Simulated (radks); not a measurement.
**Sb⁺ in [Kr] 4d10 5s2 5p2: an all-electron calculation**

The task here is to estimate one member of a computed series from the others.

Method: scalar-relativistic Kohn-Sham, revPBE, spin-unpolarised, spherical densities, point nucleus. Code: radks (a radial shooting solver on a logarithmic mesh, Libxc functionals) version 1.

## The atom as given

| Item | Value |
| --- | --- |
| element | antimony (Z = 51) |
| charge | +1 |
| electrons | 50 |
| configuration | [Kr] 4d10 5s2 5p2 |

Outer shells as boxes (Hund's rule):

Sb⁺
```
[Kr] core
4d [↑↓][↑↓][↑↓][↑↓][↑↓]
5s [↑↓]
5p [↑ ][↑ ][  ]
```

Set-up of the first run:

The run's settings:

```text
Z 51
configuration [Kr] 4d10 5s2 5p2
relativity scalar-relativistic
functional pbe_r,pbe
spin unpolarised
nucleus point
c 137.035999084
```

One of the session's tables, all rows but one given; the rest of the session is left out.

It belongs to the step «Radial structure». From the orbitals of this run (lengths in bohr):

```
level      <r>  outermost maximum (interpolated)  90 % within  nodes
   1s  0.02842                            0.0183       0.0511      0
   2s   0.1226                             0.104        0.189      1
   2p   0.1071                            0.0831        0.174      0
   3s   0.3305                             0.300        0.486      2
   3p   0.3287                             0.293        0.494      1
   3d        ?                                 ?            ?      ?
   4s   0.7909                             0.723         1.14      3
   4p   0.8522                             0.763         1.25      2
   4d    1.028                             0.847         1.59      1
   5s    2.160                              1.88         3.16      4
   5p    2.673                              2.26         3.98      3
```

Estimate the missing values for 3d.

As computed: <r>: 0.3054; outermost maximum (interpolated): 0.244; 90 % within: 0.481; nodes: 0. In the column «<r>» it lies between 2s (0.1226) and 3p (0.3287).

Caveats from the session: Spin polarisation and multiplet splitting are left out.
